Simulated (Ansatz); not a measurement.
# C₂H₆AlCl: geometry optimisation

The task: find the minimum of C₂H₆AlCl nearest to the start.

Program: Ansatz 0.2.0. Level of theory: RKS wB97M-V/def2-SVP. These are calculated values, not measurements.

1 further run of the same task is left out (set aside as unsound or not needed).

## (1) The starting structure

SMILES `C[CH]([AlH2])Cl`, 10 atoms, charge 0, spin multiplicity 1.

Atoms are counted from 1 here; the program's logs count them from 0.

Bond lengths: C1–C2 1.507 Å, C1–H5 1.111 Å, C1–H6 1.109 Å, C1–H7 1.113 Å, C2–Al3 1.988 Å, C2–Cl4 1.942 Å, C2–H8 1.108 Å, Al3–Cl4 2.451 Å, Al3–H9 1.600 Å, Al3–H10 1.596 Å. Angles: C2–C1–H5 113.7°, C2–C1–H6 112.4°, C2–C1–H7 107.0°, H5–C1–H6 108.7°, H5–C1–H7 107.4°, H6–C1–H7 107.3°, C1–C2–Al3 124.9°, C1–C2–Cl4 109.9°, C1–C2–H8 113.1°, Al3–C2–Cl4 77.2°, Al3–C2–H8 118.7°, Cl4–C2–H8 102.1°, C2–Al3–Cl4 50.6°, C2–Al3–H9 116.4°, C2–Al3–H10 119.0°, Cl4–Al3–H9 109.2°, Cl4–Al3–H10 109.8°, H9–Al3–H10 124.3° and more.

As a file:

```csv
atom,x (Å),y (Å),z (Å)
C1,-1.0671,0.9159,0.1206
C2,0.0544,0.1625,-0.5477
Al3,1.4203,-0.9235,0.4056
Cl4,-0.5044,-1.6587,-0.9226
H5,-1.9847,0.9927,-0.5007
H6,-1.3386,0.4845,1.1051
H7,-0.7015,1.9510,0.3020
H8,0.2913,0.5449,-1.5599
H9,1.1378,-1.2224,1.9514
H10,2.7754,-1.2980,-0.3508
```

## (2) Relaxation

input.yaml reads:

```yaml
crystal:
  periodic: [false, false, false]
  atoms:
    - { symbol: C, position_ang: [-1.067065, 0.91586, 0.120574] }
    - { symbol: C, position_ang: [0.054402, 0.162523, -0.547743] }
    - { symbol: Al, position_ang: [1.420281, -0.923543, 0.405563] }
    - { symbol: Cl, position_ang: [-0.504386, -1.658662, -0.922587] }
    - { symbol: H, position_ang: [-1.984686, 0.992682, -0.500719] }
    - { symbol: H, position_ang: [-1.338564, 0.484494, 1.105062] }
    - { symbol: H, position_ang: [-0.70152, 1.950972, 0.302036] }
    - { symbol: H, position_ang: [0.291301, 0.544941, -1.559885] }
    - { symbol: H, position_ang: [1.137844, -1.222423, 1.9514] }
    - { symbol: H, position_ang: [2.775393, -1.298046, -0.350801] }
basis:
  gaussian: { orbitals: def2-SVP }
hamiltonian:
  xc: { name: wB97M-V }
output:
  forces: true
relax:
  f_tol: 0.003
  max_steps: 120
```

Started as:

```sh
> ansatz run input.yaml --threads 1 --pin off --max-ram 2560MiB --backend cpu --events-out ev --progress --plain --runs-dir out
```

The log of the run, cut to the lines that bear on the results:

```text
Warning: RAYON_NUM_THREADS=1 ignored (pool sized by the plan → 1); use --threads N
[...]
Functional definition: wB97M-V
[...]
  gx(w, u) = 1 - cx + cx01*u + cx10*w
  gss(w, u) = css00 + css04*u^4 + css10*w + css20*w^2 + css43*w^4*u^3
  gos(w, u) = cos00 + cos10*w + (cos20 + cos21*u)*w^2 + (cos60 + cos61*u)*w^6
[...]
      + integral(e_c_pw_mod_opposite_spin*gos(b97_w_opposite, b97_u_opposite)) + vv10(b, c)
1002 factors; integrals over basis functions are off by at most 4.7e-4 eV
335 factors; integrals over basis functions are off by at most 7.5e-7 eV
[...]
mean field -21281.09783621 eV, -782.0659206345 hartree, gradient 5.9e-5 eV, S^2 0.000000; 0 other end points of the search recorded, 0 dependent functions left out
[...]
reference -21281.09788355 eV, -782.0659223744 hartree; 24, 24 occupied and 70, 70 virtual orbitals, 1002 factors
relax step   1: F+E_penalty+E_count = -21281.09783621 eV  Δ(F+E_penalty+E_count) = +0.000e0 eV  max|allowed force component| = 3.107e-1 eV/Å  Δτ_max = 0.0000 Å  (26 SCF iters, accepted)
[...]
relax step   6: F+E_penalty+E_count = -21281.11563487 eV  Δ(F+E_penalty+E_count) = -3.324e-5 eV  max|allowed force component| = 9.680e-3 eV/Å  Δτ_max = 0.0047 Å  (25 SCF iters, accepted)
[...]
relax step   7: F+E_penalty+E_count = -21281.11566360 eV  Δ(F+E_penalty+E_count) = -2.873e-5 eV  max|allowed force component| = 2.692e-3 eV/Å  Δτ_max = 0.0023 Å  (22 SCF iters, accepted)
1002 factors; integrals over basis functions are off by at most 4.4e-4 eV
335 factors; integrals over basis functions are off by at most 7.2e-7 eV
[...]
mean field -21281.11566360 eV, -782.0665757789 hartree, gradient 5.4e-5 eV, S^2 0.000000; 1 other end points of the search recorded, 0 dependent functions left out
[...]
reference -21281.11571077 eV, -782.0665775125 hartree; 24, 24 occupied and 70, 70 virtual orbitals, 1002 factors
Total energy: -21281.11571077 eV, -782.0665775125 hartree
Atom 0 at    -1.060909     0.912143     0.119959 Å, force    -0.001506    -0.000203    -0.000550 eV/Å
Atom 1 at     0.060033     0.155267    -0.545192 Å, force     0.002692    -0.001480    -0.001369 eV/Å
Atom 2 at     1.419817    -0.913541     0.407133 Å, force    -0.001151     0.000419    -0.000554 eV/Å
Atom 3 at    -0.517303    -1.633234    -0.912044 Å, force    -0.000149    -0.000044     0.000572 eV/Å
Atom 4 at    -1.964547     0.980848    -0.504906 Å, force     0.000718     0.000109     0.000739 eV/Å
Atom 5 at    -1.336877     0.470992     1.088333 Å, force    -0.000335     0.000556     0.000616 eV/Å
Atom 6 at    -0.706581     1.937945     0.311451 Å, force    -0.000251     0.000069     0.000405 eV/Å
Atom 7 at     0.299474     0.539838    -1.544738 Å, force    -0.000359     0.000690    -0.000061 eV/Å
Atom 8 at     1.142069    -1.203267     1.934051 Å, force     0.000076    -0.000089    -0.000271 eV/Å
Atom 9 at     2.747824    -1.298193    -0.351146 Å, force     0.000265    -0.000026     0.000472 eV/Å
Dipole moment:    -0.132859     0.373736    -0.063462 e Å
```

Run time: 3.6 min. Hardware: 1 thread of Intel Xeon at 2.50GHz (Skylake/Cascade Lake), shared host; peak memory 0.31 GiB.

Relaxation path:

```csv
step,energy from step 1 (eV),largest force component (eV/Å)
1,0.0000,0.3107
2,-0.0156,0.1625
3,-0.0172,0.0946
4,-0.0176,0.0310
5,-0.0178,0.0149
6,-0.0178,0.0097
7,-0.0178,0.0027
```

Close pairs (by a distance rule), those that changed most:

```csv
bond,before (Å),after (Å),change (Å)
C2–Cl4,1.942,1.915,-0.027
Al3–H9,1.600,1.579,-0.021
Al3–H10,1.596,1.577,-0.020
C2–Al3,1.988,1.974,-0.014
C1–H7,1.113,1.102,-0.011
C2–H8,1.108,1.097,-0.010
C1–H5,1.111,1.101,-0.010
C1–H6,1.109,1.099,-0.009
```

## (3) What came out

```
             quantity      value
        energy gained  0.0178 eV
root mean square move    0.021 Å
        dipole moment     1.93 D
```

Bond lengths: C1–C2 1.507 Å, C1–H5 1.101 Å, C1–H6 1.099 Å, C1–H7 1.102 Å, C2–Al3 1.974 Å, C2–Cl4 1.915 Å, C2–H8 1.097 Å, Al3–Cl4 2.452 Å, Al3–H9 1.579 Å, Al3–H10 1.577 Å. Angles: C2–C1–H5 113.0°, C2–C1–H6 112.0°, C2–C1–H7 107.8°, H5–C1–H6 108.6°, H5–C1–H7 107.7°, H6–C1–H7 107.5°, C1–C2–Al3 124.8°, C1–C2–Cl4 109.2°, C1–C2–H8 112.8°, Al3–C2–Cl4 78.1°, Al3–C2–H8 118.6°, Cl4–C2–H8 102.6°, C2–Al3–Cl4 49.9°, C2–Al3–H9 116.4°, C2–Al3–H10 118.7°, Cl4–Al3–H9 109.1°, Cl4–Al3–H10 109.6°, H9–Al3–H10 124.6° and more. No frequencies were computed here.
